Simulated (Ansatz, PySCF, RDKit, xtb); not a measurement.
# Solving SiN2H6O, step by step

Given the formula SiN2H6O and nothing else, which arrangement of the atoms is the most stable in the gas at 298.15 K, and what are its properties?

Plan: many cheap relaxations first (GFN2-xTB), then density-functional screening, relaxation at B3LYP/6-31G*, vibrations and a final energy. The numbers are computed, not measured.

4 further runs of the same task are left out: 4 set aside as unsound or not needed.

## Step 1: Possible bonding patterns

A program enumerates the bonding patterns with one Lewis structure each (two rings at most, one unusual centre or charged pair), with their diastereomers. O–O, O–halogen and N–halogen bonds and N–N–N chains are not drawn. That gives 33 candidates.

c059 N[Si-]([NH3+])O; c078 N[SiH2]NO; c106 ON[NH2+][SiH2-]; c120 N=[Si@H-]([NH3+])O; c130 NO[SiH-][NH3+]; c134 [NH-][N@H+](O)[SiH3]; c187 [NH3+][SiH-]NO; c222 O[N-][NH2+][SiH3]; c247 [NH-][NH2+]O[SiH3]; c250 N[Si@H-]([NH3+])=O; c306 [O-][NH2+]N[SiH3]; c329 N[O+](N)[SiH2-]; c369 NO[NH2+][SiH2-]; c406 ONN[SiH3]; c407 NNO[SiH3]; c424 N[SiH-][NH2+]O; c467 NN(O)[SiH3]; c479 [NH3+][N-][SiH2]O; c509 [NH3+][N-]O[SiH3]; c563 NON[SiH3]; c585 N[SiH2][NH2+][O-]; c628 NN[SiH2]O; c629 N[OH+][SiH-]N; c643 N[N@H+]([O-])[SiH3]; c698 O[NH2+][N-][SiH3]; c724 N[Si-](N)[OH2+]; c727 N[SiH](N)O; c742 N[N@H+](O)[SiH2-]; c777 NO[SiH2]N; c793 NN[OH+][SiH2-]; c907 N[NH2+][SiH-]O; c954 [NH-][NH2+][SiH2]O; c984 NN[SiH-][OH2+].

Candidates are built by distance geometry, with a force field where one applies, in up to four conformers (letters a to d).

**Question.** With final energies at CCSD(T)/def2-SVP + MP2/def2-TZVPP - MP2/def2-SVP, which structure will this search put lowest in free energy, and by what margin?

| quantity | value |
| --- | --- |
| lowest structure found | N[SiH](N)O, singlet, C1 |
| next finalist | [NH2][SiH]([NH3])[O] ‡, singlet, 29.1 kcal/mol higher in G |
| share at equilibrium, among the finalists | 100.0 % |
| harmonic wavenumbers, lowest and highest (B3LYP/6-31G*) | 226 and 3782 cm⁻¹ |
| rotational constants, same geometry | 0.2279, 0.1951, 0.1219 cm⁻¹ |
| dipole moment (PBE0/def2-TZVPD) | 1.81 D |
| HOMO energy (PBE0/def2-TZVPD) | -7.50 eV |
| LUMO energy (PBE0/def2-TZVPD) | 0.02 eV |
| HOMO–LUMO gap (PBE0/def2-TZVPD) | 7.52 eV |
| lowest excitation (TD-CAM-B3LYP/def2-SVPD) | 6.74 eV (f = 0.023) |
| strongest of the states computed, same level | 6.94 eV (f = 0.081) |
| lowest triplet excitation, same level, Tamm-Dancoff | 6.40 eV |
| vertical ionisation energy | 9.61 eV |
| vertical electron affinity | -0.97 eV (unbound: the value depends on the basis) |
| vertical triplet less singlet | +6.09 eV |

The lowest structure found is `N[SiH](N)O`. The margin of 29.1 kcal/mol over the next finalist is beyond the usual error of the last level; it says nothing of structures that weren't ranked. GFN2-xTB, HF/STO-3G, r2SCAN-D4/def2-SVP, B3LYP/6-31G*, HF/def2-SVP and MP2/def2-SVP already put its bonding pattern lowest among the structures in one piece. The search is not exhaustive (a finite list of starts, one conformer a finalist), so a lower isomer can't be ruled out. Patterns outside the rules of the enumeration were met only by chance. The lowest isomer need not be the one that is made and kept in a bottle, which depends on barriers.

‡ marks the bonded skeleton alone, with all bonds drawn single: no Lewis structure was assigned that passes a check against the bond lengths.
